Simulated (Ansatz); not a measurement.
# AgPt3: stress in a strained cell

Aim: deform AgPt3 (equal xx and yy strain of +2 %) and compute stress, forces and field gradients with LAPW, PAW and all-electron datasets made for the crystal.

Computed with Ansatz 0.2.0 (DFT LDA, scalar-relativistic, unless a step's input says otherwise).

### 1 The system as given

It takes space group Pm-3m (No. 221, cubic). Conventional cell: a = 3.900 Å, b = 3.900 Å, c = 3.900 Å, α = 90.00°, β = 90.00°, γ = 90.00°. Ag (site symmetry m-3m) has 12 Pt at 2.76 Å in its first shell of neighbours. Pt (site symmetry 4/mmm) has 4 Ag at 2.76 Å and 8 Pt at 2.76 Å in its first shell of neighbours.

Coordinates:

```
Ag Pt
1.0
     3.90000    0.00000    0.00000
     0.00000    3.90000    0.00000
     0.00000    0.00000    3.90000
Ag Pt
1 3
Direct
  0.00000 0.00000 0.00000
  0.00000 0.50000 0.50000
  0.50000 0.00000 0.50000
  0.50000 0.50000 0.00000
```

Atoms are numbered in the order of the input: Ag1, Pt2, Pt3, Pt4.

### 2 The deformed structure

Space group Pm-3m before, P4/mmm after.

### 3 LAPW, all electrons

Contents of input.yaml:

```yaml
crystal:
  lattice:
    - [3.978, 0.0, 0.0]
    - [0.0, 3.978, 0.0]
    - [0.0, 0.0, 3.9]
  atoms:
    - { symbol: Ag, position: [0.0, 0.0, 0.0] }
    - { symbol: Pt, position: [0.0, 0.5, 0.5] }
    - { symbol: Pt, position: [0.5, 0.0, 0.5] }
    - { symbol: Pt, position: [0.5, 0.5, 0.0] }
kpoints:
  mp_grid: { grid: [9, 9, 9] }
  band_path:
    path:
      - [0.0, 0.0, 0.0]
      - [0.0, 0.5, 0.0]
      - [0.5, 0.5, 0.0]
      - [0.0, 0.0, 0.0]
      - [0.0, 0.0, 0.5]
      - [0.0, 0.5, 0.5]
      - [0.5, 0.5, 0.5]
      - [0.0, 0.0, 0.5]
      - [0.0, 0.5, 0.0]
    npoints: 5
scf:
  occupations: { method: fermi_dirac, width: 0.08 }
hamiltonian:
  xc: lda
  pseudopotentials: { kind: all_electron, lapw: { basis_error: 0.0005 } }
output:
  forces: true
  stress: true
  eigenvalues: true
```

Command:

```bash
ansatz run input.yaml --threads 1 --pin off --max-ram 4096MiB --backend cpu --events-out ev --progress --plain --runs-dir out
```

### 4 PAW on the default files

Contents of input.yaml:

```yaml
crystal:
  lattice:
    - [3.978, 0.0, 0.0]
    - [0.0, 3.978, 0.0]
    - [0.0, 0.0, 3.9]
  atoms:
    - { symbol: Ag, position: [0.0, 0.0, 0.0] }
    - { symbol: Pt, position: [0.0, 0.5, 0.5] }
    - { symbol: Pt, position: [0.5, 0.0, 0.5] }
    - { symbol: Pt, position: [0.5, 0.5, 0.0] }
kpoints:
  mp_grid: { grid: [9, 9, 9] }
scf:
  occupations: { method: fermi_dirac, width: 0.08 }
hamiltonian:
  xc: lda
  pseudopotentials: { kind: paw }
output:
  forces: true
  stress: true
  eigenvalues: true
  efg: { contact_densities: true }
```

### 5 All-electron PAW on datasets made for the crystal

Edit input.yaml of step 4 so:

```diff
@@ -16,3 +16,3 @@
   xc: lda
-  pseudopotentials: { kind: paw }
+  pseudopotentials: { kind: all_electron, datasets: crystal }
 output:
```

(Steps that only read results are left out.)

Before running it: what results should come out? Wanted: pressure; largest shear or deviatoric stress.

The runs gave:

```
                                 quantity                                              value
                                 pressure  LAPW -7.38, PAW -7.39, crystal datasets -7.38 GPa
largest shear or deviatoric stress (LAPW)                                           1.19 GPa
```

The largest part of the stress beyond the pressure is 1.19 GPa in size, in the zz component; the atoms are carried along and not relaxed. No run of the undeformed cell stands beside it, so pressure and stress hold what the given cell had before the change, as far as its symmetry allows. PAW: stress within 0.02 GPa of LAPW. Crystal datasets: stress within 0.01 GPa of LAPW. Spin-orbit coupling is left out, though the cell holds Pt; in elements this heavy it can shift bands and gaps by tenths of an eV.
